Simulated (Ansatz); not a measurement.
# C₃H₇BFN: up Jacob's ladder to CCSD(T)

The task here is to estimate one member of a computed series from the others.

Computed with Ansatz 0.2.0, Gaussian basis. Level: functionals in def2-TZVPP, the program's frozen cores in correlated methods.

The runs, in order: PBE-D4, r2SCAN-D4, PBE0-D4, B3LYP-D4, ωB97X-V, ωB97M-V, B2PLYP; CCSD(T)/def2-TZVPP; MP2/def2-QZVPP; extrapolation to the limit.

### Structure used throughout

The geometry comes from an earlier relaxation with PBE0-D4 in a triple-zeta def2 set; it is a stationary point, not always the lowest conformer.

SMILES `NCB/C=C/F`, 13 atoms, charge 0, spin multiplicity 1.

Atoms are counted from 1 here; the program's logs count them from 0.

Bond lengths: N1–C2 1.465 Å, N1–H7 1.013 Å, N1–H8 1.013 Å, C2–B3 1.565 Å, C2–H9 1.101 Å, C2–H10 1.101 Å, B3–C4 1.530 Å, B3–H11 1.204 Å, C4–C5 1.331 Å, C4–H12 1.088 Å, C5–F6 1.327 Å, C5–H13 1.086 Å. Angles: C2–N1–H7 109.7°, C2–N1–H8 109.7°, H7–N1–H8 105.6°, N1–C2–B3 120.5°, N1–C2–H9 108.3°, N1–C2–H10 108.3°, B3–C2–H9 108.1°, B3–C2–H10 108.1°, H9–C2–H10 102.1°, C2–B3–C4 121.8°, C2–B3–H11 120.4°, C4–B3–H11 117.7°, B3–C4–C5 118.2°, B3–C4–H12 124.1°, C5–C4–H12 117.7°, C4–C5–F6 123.4°, C4–C5–H13 124.8°, F6–C5–H13 111.8°.

Geometry (Å):

```csv
atom,x (Å),y (Å),z (Å)
N1,1.2545,-2.2051,0.5436
C2,0.5927,-0.9397,0.8707
B3,-0.0043,-0.0403,-0.2620
C4,-0.6976,1.2889,0.0441
C5,-1.1796,1.9959,-0.9749
F6,-1.7987,3.1608,-0.8270
H7,2.0253,-2.0333,-0.0912
H8,0.6133,-2.8051,0.0381
H9,-0.2064,-1.1465,1.5997
H10,1.2916,-0.3271,1.4616
H11,0.0712,-0.3810,-1.4147
H12,-0.8227,1.6962,1.0451
H13,-1.1189,1.7012,-2.0183
```

Set-up of the first run:

File in.yaml:

```yaml
crystal:
  periodic: [false, false, false]
  atoms:
    - {symbol: N, position_ang: [1.254528, -2.205112, 0.543622]}
    - {symbol: C, position_ang: [0.592671, -0.939692, 0.870672]}
    - {symbol: B, position_ang: [-0.004345, -0.040347, -0.262027]}
    - {symbol: C, position_ang: [-0.697562, 1.288938, 0.044069]}
    - {symbol: C, position_ang: [-1.179630, 1.995875, -0.974943]}
    - {symbol: F, position_ang: [-1.798652, 3.160844, -0.826974]}
    - {symbol: H, position_ang: [2.025338, -2.033270, -0.091183]}
    - {symbol: H, position_ang: [0.613309, -2.805078, 0.038097]}
    - {symbol: H, position_ang: [-0.206398, -1.146508, 1.599745]}
    - {symbol: H, position_ang: [1.291606, -0.327055, 1.461577]}
    - {symbol: H, position_ang: [0.071164, -0.380959, -1.414745]}
    - {symbol: H, position_ang: [-0.822685, 1.696162, 1.045126]}
    - {symbol: H, position_ang: [-1.118942, 1.701201, -2.018336]}
basis:
  gaussian: {orbitals: def2-TZVPP}
hamiltonian: {xc: pbe, dispersion: d4}
output: {forces: true, orbitals: {seedname: orbitals}}
```

The run is started by

```console
ansatz run in.yaml --threads 4 --pin off --events-out ev --progress --plain --max-ram 10444MiB
```

Steps of the session up to this table: PBE-D4 (GGA); r2SCAN-D4 (meta-GGA); PBE0-D4 (hybrid); B3LYP-D4 (hybrid); ωB97X-V (range-separated); ωB97M-V (range-separated); B2PLYP (double hybrid); CCSD(T) in def2-TZVPP; MP2 in def2-QZVPP.

One table of the session follows, with a row left open; its other results are not shown here.

| method | atomisation energy (kJ/mol) |
| --- | --- |
| PBE-D4 | 5267.4 |
| r2SCAN-D4 | 5130.6 |
| PBE0-D4 | 5156.1 |
| B3LYP-D4 | 5131.4 |
| ωB97X-V | 5120.5 |
| ωB97M-V | 5134.4 |
| B2PLYP | 5072.1 |
| HF/def2-TZVPP | 3712.6 |
| MP2/def2-TZVPP | 5060.3 |
| CCSD/def2-TZVPP | 4883.5 |
| CCSD(T)/def2-TZVPP | 4963.0 |
| MP2/CBS | ? |
| CCSD(T)/CBS | 5090.3 |

**Question.** Estimate the row for MP2/CBS.

**Answer.** atomisation energy (kJ/mol): 5187.6. In the column «atomisation energy (kJ/mol)» it lies between PBE0-D4 (5156.1) and PBE-D4 (5267.4).

Among the levels timed on like hardware and quicker than the yardstick, those that no quicker one beats, quickest first: PBE-D4 (2.7 s, +177.1 kJ/mol); PBE0-D4 (2.9 s, +65.8 kJ/mol); B3LYP-D4 (4.8 s, +41.1 kJ/mol); r2SCAN-D4 (4.9 s, +40.3 kJ/mol); B2PLYP (6.5 s, -18.2 kJ/mol).

B2PLYP carry no dispersion term (for B3LYP, D4 adds 33.6 kJ/mol).

Limits of these values: Free atoms (1 N, 3 C, 1 B, 1 F, 7 H) were run apart at each level; the atomisation energy is their sum less the molecule, without zero-point or spin-orbit terms.
